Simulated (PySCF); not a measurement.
# C7H10NO+: magnetic properties

Wanted: magnetic properties for C7H10NO+ (`COCc1ccc[nH+]c1`).

Programs: PySCF 2.14.0, with routines of our own; each step states its level. All values are computed. Atoms count from 0.

## 1. The system as given

19 atoms, charge 1, multiplicity 1; geometry from: GFN2-xTB.

## 2. Magnetic properties: GIAO PBE0/pcSseg-1

What the job is given:

```
{"job": {"kind": "mag", "xc": "PBE0", "basis": "pcSseg-1", "isotopologues": 0}, "charge": 1, "multiplicity": 1}
C     -3.275038    -0.515963     0.444999
O     -1.873189    -0.411813     0.609524
C     -1.215647     0.041804    -0.539564
C      0.256498     0.122855    -0.283001
C      1.161509     0.548694    -1.258571
C      2.516587     0.604044    -0.965917
C      2.955359     0.236723     0.292365
N      2.069311    -0.166332     1.206953
C      0.759583    -0.232623     0.961234
H     -3.525848    -1.229300    -0.345939
H     -3.716122     0.456959     0.207988
H     -3.665291    -0.872101     1.394689
H     -1.397591    -0.637056    -1.390572
H     -1.586424     1.037631    -0.837933
H      0.806161     0.833711    -2.237694
H      3.228371     0.930363    -1.707401
H      3.998147     0.262506     0.570596
H      2.404012    -0.434811     2.130875
H      0.089809    -0.566041     1.739907
```

With the program's defaults for keys left out, this is: GIAO PBE0/pcSseg-1 magnetisability, rotational g tensor and spin-rotation constants, non-relativistic, gas phase.

Command:

```console
OMP_NUM_THREADS=1 python excited_run.py task.json out
```

This one command runs all jobs of the session in turn.

The log of the run:

```text
coarse grid: 15952 points
cycle   1  E = -401.8445761990  dE =  1.831e+00  |g| = 5.561e-01  |ddm| = 4.038e+00
cycle   2  E = -401.7402819602  dE =  1.043e-01  |g| = 9.064e-01  |ddm| = 1.431e+00
cycle   3  E = -401.9111943248  dE = -1.709e-01  |g| = 6.784e-02  |ddm| = 9.108e-01
cycle   4  E = -401.9118482908  dE = -6.540e-04  |g| = 3.759e-02  |ddm| = 7.227e-02
cycle   5  E = -401.9121354083  dE = -2.871e-04  |g| = 1.498e-02  |ddm| = 4.340e-02
cycle   6  E = -401.9121914416  dE = -5.603e-05  |g| = 3.899e-03  |ddm| = 1.642e-02
cycle   7  E = -401.9121950550  dE = -3.613e-06  |g| = 5.105e-04  |ddm| = 3.815e-03
final grid: 154376 points
cycle   8  E = -401.9731963880  dE = -3.981e-05  |g| = 1.129e-02  |ddm| = 4.010e-02
cycle   9  E = -401.9731808210  dE =  1.557e-05  |g| = 1.499e-02  |ddm| = 1.910e-02
cycle  10  E = -401.9732218277  dE = -4.101e-05  |g| = 1.742e-03  |ddm| = 1.116e-02
cycle  11  E = -401.9732224767  dE = -6.490e-07  |g| = 1.467e-04  |ddm| = 1.809e-03
cycle  12  E = -401.9732224803  dE = -3.542e-09  |g| = 7.099e-05  |ddm| = 2.105e-04
cycle  13  E = -401.9732224811  dE = -8.727e-10  |g| = 3.563e-05  |ddm| = 8.127e-05
cycle  14  E = -401.9732224814  dE = -3.143e-10  |g| = 9.695e-06  |ddm| = 4.029e-05
converged SCF energy = -401.9732224814

Magnetisability tensor (1e-30 J/T^2)
    -1053.81       86.10       44.76
       86.10    -1837.96     -305.84
       44.76     -305.84    -1011.14
isotropic -1300.97   principal values   -1949.04  -1045.33   -908.54
isotropic susceptibility -78.346 1e-6 cm^3/mol

Inertial axes            a          b          c
rot. const./GHz      4.7449     0.9192     0.7776
chi total           -62.950    -54.714   -117.374
chi diamagnetic    -359.365  -1406.552  -1643.701
chi paramagnetic    296.415   1351.838   1526.327
quadrupole/D A       26.022      0.882    -26.904
g nuclear            0.6250     0.5797     0.5830
g electronic        -0.6607    -0.5838    -0.5576
g total             -0.0357    -0.0041     0.0254

Spin-rotation constants (kHz, H = +C I.J)
atom  isotope        aa         bb         cc
  7    14N        0.627      0.167      0.027
  9     1H       -0.466     -0.071     -0.010
 10     1H       -0.466     -0.070     -0.010
 11     1H       -0.389      0.017     -0.089
 12     1H       -0.400     -0.071     -0.015
 13     1H       -0.400     -0.070     -0.015
 14     1H       -0.513      0.093     -0.092
 15     1H        0.004     -0.014     -0.091
 16     1H        0.352     -0.090     -0.089
 17     1H       -0.520      0.082     -0.086
 18     1H       -0.070      0.001     -0.086
  0    13C*       0.638      0.219      0.183
  1    17O*      -0.363     -0.040     -0.052
  2    13C*       1.046      0.186      0.184
  3    13C*       2.373      0.396      0.082
  4    13C*       1.997      0.475      0.072
  5    13C*       2.018      0.392      0.070
  6    13C*       2.298      0.342      0.095
  8    13C*       2.265      0.365      0.090
* in the singly substituted isotopologue
```

It took 38 s on 1 thread of Arm Neoverse V1, shared host; peak memory 0.97 GiB.

In short:

```csv
quantity,value
magnetisability,-1301·10⁻³⁰ J/T²
molar susceptibility,-78.3·10⁻⁶ cm³/mol
"rotational g (a, b, c)","-0.0357, -0.0041, 0.0254"
```

## 3. Magnetic properties: GIAO LC-wPBE/3-21G

Settings changed since step 2:

```diff
@@ -1,2 +1,2 @@
-{"job": {"kind": "mag", "xc": "PBE0", "basis": "pcSseg-1", "isotopologues": 0}, "charge": 1, "multiplicity": 1}
+{"job": {"kind": "mag", "xc": "LC-wPBE", "basis": "3-21G"}, "charge": 1, "multiplicity": 1}
 C     -3.275038    -0.515963     0.444999
```

Method: GIAO LC-wPBE/3-21G magnetisability, rotational g tensor and spin-rotation constants, non-relativistic, gas phase.

The log of the run:

```text
coarse grid: 15952 points
cycle   1  E = -399.8600939217  dE =  2.347e+00  |g| = 6.535e-01  |ddm| = 4.403e+00
cycle   2  E = -399.9072976168  dE = -4.720e-02  |g| = 5.979e-01  |ddm| = 1.312e+00
cycle   3  E = -399.9698229973  dE = -6.253e-02  |g| = 6.156e-02  |ddm| = 5.143e-01
cycle   4  E = -399.9706619338  dE = -8.389e-04  |g| = 1.975e-02  |ddm| = 9.941e-02
cycle   5  E = -399.9707679863  dE = -1.061e-04  |g| = 3.455e-03  |ddm| = 2.724e-02
cycle   6  E = -399.9707711169  dE = -3.131e-06  |g| = 1.584e-03  |ddm| = 5.865e-03
final grid: 154376 points
cycle   7  E = -399.9978997268  dE = -6.374e-05  |g| = 6.349e-03  |ddm| = 2.665e-02
cycle   8  E = -399.9979042629  dE = -4.536e-06  |g| = 5.231e-03  |ddm| = 9.260e-03
cycle   9  E = -399.9979094643  dE = -5.201e-06  |g| = 6.744e-04  |ddm| = 4.047e-03
cycle  10  E = -399.9979095718  dE = -1.075e-07  |g| = 2.257e-04  |ddm| = 8.265e-04
cycle  11  E = -399.9979095889  dE = -1.705e-08  |g| = 5.717e-05  |ddm| = 4.445e-04
cycle  12  E = -399.9979095901  dE = -1.263e-09  |g| = 2.100e-05  |ddm| = 7.449e-05
cycle  13  E = -399.9979095906  dE = -4.400e-10  |g| = 6.908e-06  |ddm| = 7.225e-05
converged SCF energy = -399.9979095906

Magnetisability tensor (1e-30 J/T^2)
    -1132.03       87.77       47.61
       87.77    -1938.88     -306.05
       47.61     -306.05    -1110.74
isotropic -1393.88   principal values   -2050.22  -1124.24  -1007.18
isotropic susceptibility -83.942 1e-6 cm^3/mol

Inertial axes            a          b          c
rot. const./GHz      4.7449     0.9192     0.7776
chi total           -67.686    -60.671   -123.467
chi diamagnetic    -358.888  -1405.968  -1641.958
chi paramagnetic    291.201   1345.297   1518.491
quadrupole/D A       26.799      1.479    -28.277
g nuclear            0.6250     0.5797     0.5830
g electronic        -0.6491    -0.5809    -0.5547
g total             -0.0241    -0.0013     0.0283

Spin-rotation constants (kHz, H = +C I.J)
atom  isotope        aa         bb         cc
  7    14N        0.510      0.135      0.014
  9     1H       -0.520     -0.077     -0.018
 10     1H       -0.520     -0.076     -0.019
 11     1H       -0.433      0.008     -0.092
 12     1H       -0.451     -0.078     -0.022
 13     1H       -0.451     -0.077     -0.022
 14     1H       -0.528      0.081     -0.102
 15     1H       -0.034     -0.020     -0.102
 16     1H        0.303     -0.090     -0.101
 17     1H       -0.529      0.064     -0.101
 18     1H       -0.086     -0.006     -0.093
  0    13C*       0.434      0.166      0.135
  1    17O*      -0.179     -0.018     -0.024
  2    13C*       0.755      0.137      0.137
  3    13C*       1.938      0.320      0.051
  4    13C*       1.651      0.392      0.038
  5    13C*       1.648      0.320      0.037
  6    13C*       1.905      0.280      0.057
  8    13C*       1.889      0.299      0.055
* in the singly substituted isotopologue
```

Wall time 24 s (1 thread of Arm Neoverse V1, shared host); peak memory 0.57 GiB.

In short:

```
              quantity                     value
       magnetisability          -1394·10⁻³⁰ J/T²
  molar susceptibility        -83.9·10⁻⁶ cm³/mol
rotational g (a, b, c)  -0.0241, -0.0013, 0.0283
```

## 4. Magnetic properties: GIAO mPW1PW91/ANO-RCC-VDZP

Settings changed since step 3:

```diff
@@ -1,2 +1,2 @@
-{"job": {"kind": "mag", "xc": "LC-wPBE", "basis": "3-21G"}, "charge": 1, "multiplicity": 1}
+{"job": {"kind": "mag", "xc": "mPW1PW91", "basis": "ANO-RCC-VDZP", "scf": {"guess": "random", "max_cycle": 56}}, "charge": 1, "multiplicity": 1}
 C     -3.275038    -0.515963     0.444999
```

Level: GIAO mPW1PW91/ANO-RCC-VDZP magnetisability, rotational g tensor and spin-rotation constants, non-relativistic, gas phase.

The log of the run:

```text
start from random orthonormal orbitals
final grid: 154376 points
cycle   1  E = -342.9418851706  dE = -2.418e+02  |g| = 1.112e+01  |ddm| = 9.440e+02
cycle   2  E = -164.2554145721  dE =  1.787e+02  |g| = 1.886e+01  |ddm| = 6.764e+01
cycle   3  E = -307.1479178167  dE = -1.429e+02  |g| = 1.261e+01  |ddm| = 8.458e+01
cycle   4  E = -311.6705388320  dE = -4.523e+00  |g| = 1.346e+01  |ddm| = 5.650e+01
cycle   5  E = -398.7307700066  dE = -8.706e+01  |g| = 2.736e+00  |ddm| = 1.598e+01
cycle   6  E = -394.8579504690  dE =  3.873e+00  |g| = 4.935e+00  |ddm| = 7.781e+00
cycle   7  E = -401.9761943310  dE = -7.118e+00  |g| = 1.377e+00  |ddm| = 5.201e+00
cycle   8  E = -402.3119455669  dE = -3.358e-01  |g| = 7.917e-01  |ddm| = 1.246e+00
cycle   9  E = -402.4769016814  dE = -1.650e-01  |g| = 3.681e-01  |ddm| = 9.835e-01
cycle  10  E = -402.5062245718  dE = -2.932e-02  |g| = 1.957e-01  |ddm| = 5.192e-01
cycle  11  E = -402.5151222730  dE = -8.898e-03  |g| = 5.931e-02  |ddm| = 2.207e-01
cycle  12  E = -402.5159837488  dE = -8.615e-04  |g| = 1.472e-02  |ddm| = 7.056e-02
cycle  13  E = -402.5160335244  dE = -4.978e-05  |g| = 4.962e-03  |ddm| = 1.513e-02
cycle  14  E = -402.5160389261  dE = -5.402e-06  |g| = 1.533e-03  |ddm| = 5.435e-03
cycle  15  E = -402.5160394376  dE = -5.115e-07  |g| = 3.402e-04  |ddm| = 1.462e-03
cycle  16  E = -402.5160394671  dE = -2.947e-08  |g| = 1.074e-04  |ddm| = 3.944e-04
cycle  17  E = -402.5160394702  dE = -3.128e-09  |g| = 2.988e-05  |ddm| = 1.562e-04
cycle  18  E = -402.5160394704  dE = -1.896e-10  |g| = 1.446e-05  |ddm| = 3.555e-05
converged SCF energy = -402.5160394704

Magnetisability tensor (1e-30 J/T^2)
    -1042.04       85.34       43.88
       85.34    -1818.44     -301.34
       43.88     -301.34    -1003.94
isotropic -1288.14   principal values   -1927.95  -1033.61   -902.86
isotropic susceptibility -77.574 1e-6 cm^3/mol

Inertial axes            a          b          c
rot. const./GHz      4.7449     0.9192     0.7776
chi total           -62.245    -54.372   -116.104
chi diamagnetic    -358.158  -1405.613  -1643.212
chi paramagnetic    295.914   1351.240   1527.108
quadrupole/D A       25.464      0.778    -26.243
g nuclear            0.6250     0.5797     0.5830
g electronic        -0.6596    -0.5835    -0.5578
g total             -0.0346    -0.0038     0.0251

Spin-rotation constants (kHz, H = +C I.J)
atom  isotope        aa         bb         cc
  7    14N        0.617      0.163      0.026
  9     1H       -0.469     -0.072     -0.010
 10     1H       -0.469     -0.072     -0.010
 11     1H       -0.384      0.016     -0.090
 12     1H       -0.408     -0.069     -0.015
 13     1H       -0.408     -0.069     -0.015
 14     1H       -0.508      0.097     -0.092
 15     1H        0.016     -0.012     -0.091
 16     1H        0.368     -0.088     -0.089
 17     1H       -0.492      0.084     -0.085
 18     1H       -0.054      0.004     -0.086
  0    13C*       0.613      0.211      0.178
  1    17O*      -0.363     -0.056     -0.050
  2    13C*       1.006      0.178      0.181
  3    13C*       2.316      0.391      0.079
  4    13C*       1.959      0.462      0.066
  5    13C*       1.959      0.381      0.064
  6    13C*       2.237      0.332      0.089
  8    13C*       2.207      0.355      0.084
* in the singly substituted isotopologue
```

Run time: 87 s. Hardware: 1 thread of Arm Neoverse V1, shared host; peak memory 0.85 GiB.

Despite a poor start guess, the SCF converged in 18 cycles.

Key values:

| quantity | value |
| --- | --- |
| magnetisability | -1288·10⁻³⁰ J/T² |
| molar susceptibility | -77.6·10⁻⁶ cm³/mol |
| rotational g (a, b, c) | -0.0346, -0.0038, 0.0251 |

## 5. The levels compared

```csv
level,ξ (10⁻³⁰ J/T²),g(a),g(b),gap (eV),functions,time
GIAO PBE0/pcSseg-1,-1301,-0.0357,-0.0041,4.62,203,38 s
GIAO LC-wPBE/3-21G,-1394,-0.0241,-0.0013,9.18,101,24 s
GIAO mPW1PW91/ANO-RCC-VDZP,-1288,-0.0346,-0.0038,4.74,176,87 s
```

## 6. Summary of results

| quantity | value |
| --- | --- |
| magnetisability (step 2, GIAO PBE0/pcSseg-1) | -1301·10⁻³⁰ J/T² |
| molar susceptibility (step 2, GIAO PBE0/pcSseg-1) | -78.3·10⁻⁶ cm³/mol |
| rotational g (a, b, c) (step 2, GIAO PBE0/pcSseg-1) | -0.0357, -0.0041, 0.0254 |
| magnetisability over the levels | -1394 to -1288·10⁻³⁰ J/T² |

**Reading.** For an ion, the motion of the centre of mass in the field is left out. The magnetisability spreads by 8.0 % over 3 levels, from GIAO LC-wPBE/3-21G (24 s) to GIAO mPW1PW91/ANO-RCC-VDZP (87 s); the runs took 24 s to 87 s. Vibrational averaging and real surroundings are missing from these values.
